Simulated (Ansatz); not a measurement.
What does this script print? It uses Ansatz's Python interface.

`relaxed_scan_cuho.py`
```python
'''One bond of CuHO held at set lengths while the rest relaxes.'''

import warnings

import ansatz as az
from ase import Atoms
import numpy as np


def main() -> None:
    warnings.simplefilter('ignore', az.DeckWarning)

    atoms = Atoms(['O', 'Cu', 'H'], positions=[
        [-0.3689, -0.4469, -0.2588],
        [1.3568, -0.0136, 0.7439],
        [-0.9988, 0.3957, -0.4983],
    ])
    cuho = az.Crystal.molecule_from_ase(atoms)

    calc = cuho.calculation()
    calc = calc.basis(gaussian='def2-SVP')
    calc = calc.functional('B3LYP')
    symbols = [site.symbol for site in cuho.cartesian_sites]
    pairs = [(0, 1), (0, 2)]
    print('held (A)   E (eV)        ', '  '.join(f'{symbols[i]}{i}-{symbols[j]}{j}' for i, j in pairs))
    for length in [1.88, 2.04, 2.21, 2.45, 2.76]:
        summary = calc.relax(constraints=[az.DistanceConstraint((0, 1), at=length)], force_tolerance=0.02, max_steps=60).run(threads=1, backend='cpu').report
        xyz = np.array(summary['positions_ang'])
        print(f'{length:6.2f} {summary["free_energy_ev"]:14.5f}  ', '  '.join(f'{np.linalg.norm(xyz[i] - xyz[j]):.3f}' for i, j in pairs))


if __name__ == '__main__':
    main()
```

```console
$ python relaxed_scan_cuho.py
held (A)   E (eV)         O0-Cu1  O0-H2
  1.88   -46696.38732   1.880  0.970
  2.04   -46696.06177   2.040  0.972
  2.21   -46695.60510   2.210  0.973
  2.45   -46694.94875   2.450  0.973
  2.76   -46694.21533   2.760  0.974
```

Caveats:
- Total energies depend on the basis set; only differences at equal settings carry meaning.
- The energies are electronic: no zero-point or thermal terms, and the basis set is short of its limit.
- b3lyp holds the VWN-RPA fit, as in Gaussian; the form of ORCA and Turbomole is b3lyp5.
- The script silences the warnings on its input, which a real study should read.
- The whole script took 17 s on 1 thread of AMD EPYC 9R45 96-Core Processor (Zen 5), on a shared host, peak memory 0.2 GiB.

(Lines on the test bed's own set-up are left out of the output.)
